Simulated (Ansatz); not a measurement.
Write a Python script for the Ansatz DFT code, driven from Python that makes a single point of AlCu3 (distorted cell). Settings: PBEsol, norm-conserving potentials, the default cutoff (1252 eV here), 4×4×4 k-points, Fermi-Dirac smearing of 0.02 eV.

```
Al Cu
1.0
     3.65849   -0.01143    0.02872
    -0.01143    3.69217   -0.04474
     0.02872   -0.04474    3.52793
Al Cu
1 3
Direct
  0.98904 0.01433 0.98644
  0.50354 0.51799 0.01192
  0.50647 0.99424 0.52264
  0.02957 0.51723 0.50108
```

`alcu3_scf.py`:
```python
"""Single point of AlCu3, distorted."""

from collections import Counter
import warnings

import ansatz as az
import numpy as np
from pymatgen.core import Structure


def main() -> None:
    warnings.simplefilter("ignore", az.DeckWarning)

    xtal = (
        az.Lattice.of([3.65849, -0.01143, 0.02872], [-0.01143, 3.69217, -0.04474], [0.02872, -0.04474, 3.52793])
        .atom("Al", [0.98904, 0.01433, 0.98644])
        .atom("Cu", [0.50354, 0.51799, 0.01192])
        .atom("Cu", [0.50647, 0.99424, 0.52264])
        .atom("Cu", [0.02957, 0.51723, 0.50108])
    )

    # the calculation
    calc = xtal.calculation()
    calc = calc.functional("pbesol")
    calc = calc.pseudopotentials("nc").kpoints(4, 4, 4)
    calc = calc.occupations("Fermi-Dirac", width=0.02).mixing("broyden", preconditioner="local_kerker")
    calc = calc.scf(tolerance=1e-08)
    calc = calc.forces()
    calc = calc.density_of_states(energy_step=0.05)
    with warnings.catch_warnings(record=True) as caught:
        warnings.simplefilter("always")
        outcome = calc.run(threads=1)
    print("warnings raised:", sorted(w.category.__name__ for w in caught) or "none")
    data = outcome.report

    energy = data["free_energy_ev"]
    print("AlCu3: {:.6f} eV = {:.6f} Ry = {:.6f} Ha".format(energy, energy / 13.605693, energy / 27.211386))
    print("Fermi level {:.4f} eV, {} k-points, {} symmetry operations".format(data["fermi_energy_ev"], data["n_kpoints"], data["n_symmetry_ops"]))

    atom = int(np.linalg.norm(data["forces_ev_ang"], axis=1).argmax())
    print("force on atom", atom, "by term (eV/A)")
    for term, rows in data["force_terms_ev_ang"].items():
        if np.abs(rows[atom]).max() > 1e-6:
            print(f"  {term:26s}", np.round(rows[atom], 4))
    print("net force on the cell:", np.round(np.sum(data["forces_ev_ang"], axis=0), 6) + 0.0)

    used = data["setup"]
    print("cutoffs (eV):", used["ecut_ev"], used["ecutrho_ev"], " FFT grid:", used["fft_dense"])
    print("cell volume {:.3f} A^3, {} symmetry operations".format(used["cell_volume_ang3"], used["n_sym_ops"]))

    dos = outcome.density_of_states()
    energy = np.asarray(dos.energies_ev) - dos.fermi_ev
    states, count = np.asarray(dos.spin_summed_g_bin_mean_per_ev), np.asarray(dos.spin_summed_integrated)
    g_fermi = float(np.interp(0.0, energy, states))
    print(f"g(E_F) = {g_fermi:.3f} states/eV per cell")
    # Sommerfeld coefficient of bare band electrons: pi^2 k_B^2 g / 3
    gamma = np.pi ** 2 / 3 * 8.617333e-5 ** 2 * g_fermi * 96485.33e3 / len(outcome.lattice.sites)
    print(f"bare Sommerfeld coefficient {gamma:.2f} mJ/(mol of atoms K^2)")
    for low, high in ((-10, -6), (-6, -3), (-3, 0), (0, 3)):
        print(f"states between {low} and {high} eV: {np.interp(high, energy, count) - np.interp(low, energy, count):.3f}")

    final = Structure(outcome.lattice.cell_ang, [s.symbol for s in outcome.lattice.sites], [s.position_frac for s in outcome.lattice.sites])
    # first shell of each atom, within 15 % of its shortest distance
    shortest = {}
    for site, neighbours in zip(final, final.get_all_neighbors(5.0)):
        for other in neighbours:
            pair = "-".join(sorted((site.specie.symbol, other.specie.symbol)))
            shortest[pair] = min(shortest.get(pair, 9e9), other.nn_distance)
    for pair, distance in sorted(shortest.items(), key=lambda item: item[1]):
        print(f"shortest {pair:6s} {distance:.4f} A")

    print(calc.to_yaml())


if __name__ == "__main__":
    main()
```

```console
$ python alcu3_scf.py
warnings raised: ['DeckWarning', 'PlacementWarning']
AlCu3: -15530.025153 eV = -1141.435806 Ry = -570.717903 Ha
Fermi level 16.2100 eV, 36 k-points, 1 symmetry operations
force on atom 0 by term (eV/A)
  ewald                      [ 5.4883  9.9413 19.1386]
  local_pseudopotential      [ -6.0458 -10.0311 -20.0087]
  nonlocal_pseudopotential   [1.1069 0.1977 1.7352]
  nlcc                       [-0.0795 -0.0231 -0.1366]
  scf_correction             [-0. -0. -0.]
net force on the cell: [0.e+00 8.e-06 8.e-06]
cutoffs (eV): 1251.723767 5006.895068  FFT grid: [45, 45, 45]
cell volume 47.644 A^3, 1 symmetry operations
g(E_F) = 1.465 states/eV per cell
bare Sommerfeld coefficient 0.86 mJ/(mol of atoms K^2)
states between -10 and -6 eV: 3.305
states between -6 and -3 eV: 23.018
states between -3 and 0 eV: 9.829
states between 0 and 3 eV: 2.618
shortest Al-Cu  2.4260 A
shortest Cu-Cu  2.4269 A
shortest Al-Al  3.5283 A
crystal:
  lattice:
    - [3.65849, -0.01143, 0.02872]
    - [-0.01143, 3.69217, -0.04474]
    - [0.02872, -0.04474, 3.52793]
  atoms:
    - { symbol: Al, position: [0.98904, 0.01433, 0.98644] }
    - { symbol: Cu, position: [0.50354, 0.51799, 0.01192] }
    - { symbol: Cu, position: [0.50647, 0.99424, 0.52264] }
    - { symbol: Cu, position: [0.02957, 0.51723, 0.50108] }
kpoints:
  mp_grid:
    grid: [4, 4, 4]
hamiltonian:
  xc: pbesol
  pseudopotentials:
    kind: nc
scf:
  convergence:
    dr2_threshold: 1.0e-08
  mixing:
    algorithm: broyden
    preconditioner: local_kerker
  occupations:
    method: fermi_dirac
    width: 0.02
output:
  dos:
    de: 0.05
  forces: true
```

Notes:
- The settings weren't tested for convergence.
- The run is spin-unpolarised.
- The mesh is modest for a metal, so energies can be off by several to tens of meV an atom and pressures by half a GPa or more; differences at equal mesh fare better.
- An absolute Fermi energy rests on an arbitrary zero of the periodic potential and has no direct meaning.
- The cell is a database structure, distorted on purpose.
- The computed bands are complete only to about 6.3 eV above the Fermi level; beyond that the density of states is undercounted.
- Run time: 34 s on 1 thread of Arm Neoverse V1 (shared host), peak memory 0.5 GiB.
